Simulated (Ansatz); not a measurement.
# C₂H₈AlClS: one species, many methods

An exercise on one series of results from a longer session: the logs are not shown, and one member is left open.

The runs use Ansatz 0.2.0, Gaussian basis; functionals in def2-TZVPP, the program's frozen cores in correlated methods.

Levels to be run: LDA (SPW92), PBE-D4, revPBE-D4, BLYP-D4, r2SCAN-D4, B97M-V, PBE0-D4, B3LYP-D4, r2SCANh-D4, r2SCAN0-D4, HSE06-D4, BHLYP-D4, CAM-B3LYP-D4, LC-ωPBE, ωB97X-V, ωB97M-V, B2PLYP, PBE-QIDH; CCSD(T)/def2-SVP; CCSD(T)/def2-TZVPP; MP2/def2-QZVPP; extrapolation to the limit; RPA on PBE.

### Structure used throughout

An earlier PBE0-D4 in a triple-zeta def2 set relaxation fixed the geometry.

SMILES `[CH3][Al-]([CH3])([SH2+])[Cl]`, 13 atoms, charge 0, spin multiplicity 1.

Atoms are counted from 1 here; the program's logs count them from 0.

Bond lengths: C1–Al2 1.956 Å, C1–H6 1.095 Å, C1–H7 1.094 Å, C1–H8 1.095 Å, Al2–C3 1.953 Å, Al2–S4 2.567 Å, Al2–Cl5 2.149 Å, C3–H9 1.095 Å, C3–H10 1.095 Å, C3–H11 1.093 Å, S4–H12 1.343 Å, S4–H13 1.345 Å. Angles: Al2–C1–H6 112.3°, Al2–C1–H7 112.5°, Al2–C1–H8 110.2°, H6–C1–H7 108.1°, H6–C1–H8 106.8°, H7–C1–H8 106.7°, C1–Al2–C3 123.1°, C1–Al2–S4 101.1°, C1–Al2–Cl5 115.1°, C3–Al2–S4 100.0°, C3–Al2–Cl5 116.1°, S4–Al2–Cl5 92.3°, Al2–C3–H9 110.4°, Al2–C3–H10 112.3°, Al2–C3–H11 112.1°, H9–C3–H10 106.8°, H9–C3–H11 107.0°, H10–C3–H11 108.0° and more.

Coordinates:

```xyz
13
C2H8AlClS
C    -1.6174   -0.6033   -0.4357
Al    0.1246    0.2831   -0.5220
C     1.8177   -0.6899   -0.5389
S     0.2500    1.3580    1.8063
Cl    0.1251    2.1964   -1.5007
H    -1.6370   -1.4091    0.3054
H    -2.4298    0.0913   -0.2032
H    -1.8586   -1.0576   -1.4028
H     1.9723   -1.1690   -1.5116
H     1.8473   -1.4846    0.2136
H     2.6733   -0.0308   -0.3684
H    -0.8770    2.0705    1.6411
H    -0.3700    0.4103    2.5318
```

Set-up of the first run:

File in.yaml:

```yaml
crystal:
  periodic: [false, false, false]
  atoms:
    - {symbol: C, position_ang: [-1.617350, -0.603266, -0.435699]}
    - {symbol: Al, position_ang: [0.124554, 0.283056, -0.521964]}
    - {symbol: C, position_ang: [1.817652, -0.689870, -0.538942]}
    - {symbol: S, position_ang: [0.249950, 1.358022, 1.806255]}
    - {symbol: Cl, position_ang: [0.125071, 2.196448, -1.500686]}
    - {symbol: H, position_ang: [-1.636955, -1.409134, 0.305414]}
    - {symbol: H, position_ang: [-2.429764, 0.091316, -0.203206]}
    - {symbol: H, position_ang: [-1.858607, -1.057565, -1.402810]}
    - {symbol: H, position_ang: [1.972258, -1.169004, -1.511601]}
    - {symbol: H, position_ang: [1.847265, -1.484634, 0.213609]}
    - {symbol: H, position_ang: [2.673323, -0.030800, -0.368450]}
    - {symbol: H, position_ang: [-0.877019, 2.070497, 1.641054]}
    - {symbol: H, position_ang: [-0.369977, 0.410335, 2.531824]}
basis:
  gaussian: {orbitals: def2-TZVPP}
hamiltonian: {xc: lda}
output: {orbitals: {seedname: orbitals}}
```

On the command line:

```bash
ansatz run in.yaml --threads 4 --pin off --events-out ev --progress --plain --max-ram 10444MiB
```

Among the steps run: LDA; PBE-D4 (GGA); revPBE-D4 (GGA); BLYP-D4 (GGA); r2SCAN-D4 (meta-GGA); B97M-V (meta-GGA); PBE0-D4 (hybrid); B3LYP-D4 (hybrid); r2SCANh-D4 (hybrid); r2SCAN0-D4 (hybrid); HSE06-D4 (hybrid); BHLYP-D4 (hybrid); CAM-B3LYP-D4 (range-separated); LC-ωPBE (range-separated); ωB97X-V (range-separated); ωB97M-V (range-separated); B2PLYP (double hybrid); PBE-QIDH (double hybrid).

One table of the session follows, with a row left open; its other results are not shown here.

It belongs to the step «Frontier levels by functional». 

```
  functional  HOMO (eV)  gap (eV)
 LDA (SPW92)      -6.26      4.53
      PBE-D4      -6.12      4.49
   revPBE-D4      -6.07      4.49
     BLYP-D4      -5.99      4.44
   r2SCAN-D4      -6.40      5.03
      B97M-V      -6.47      5.03
     PBE0-D4      -7.40      6.78
    B3LYP-D4      -7.18      6.27
  r2SCANh-D4          ?         ?
  r2SCAN0-D4      -7.59      7.13
    HSE06-D4      -7.00      5.99
    BHLYP-D4      -8.59      8.98
CAM-B3LYP-D4      -8.77      9.27
     LC-ωPBE     -10.15     11.90
     ωB97X-V      -9.78     11.36
     ωB97M-V      -9.63     10.96
```

Estimate the missing values for r2SCANh-D4.

Worked estimate for «HOMO (eV)». Against the share of exact exchange, r2SCAN-D4 (0, -6.40), r2SCAN0-D4 (0.25, -7.59) give a slope of -4.76 per unit share; at 0.1 the line stands at -6.88.

The run gave: HOMO (eV): -6.87; gap (eV): 5.88. In «HOMO (eV)» the line misses by -0.01.
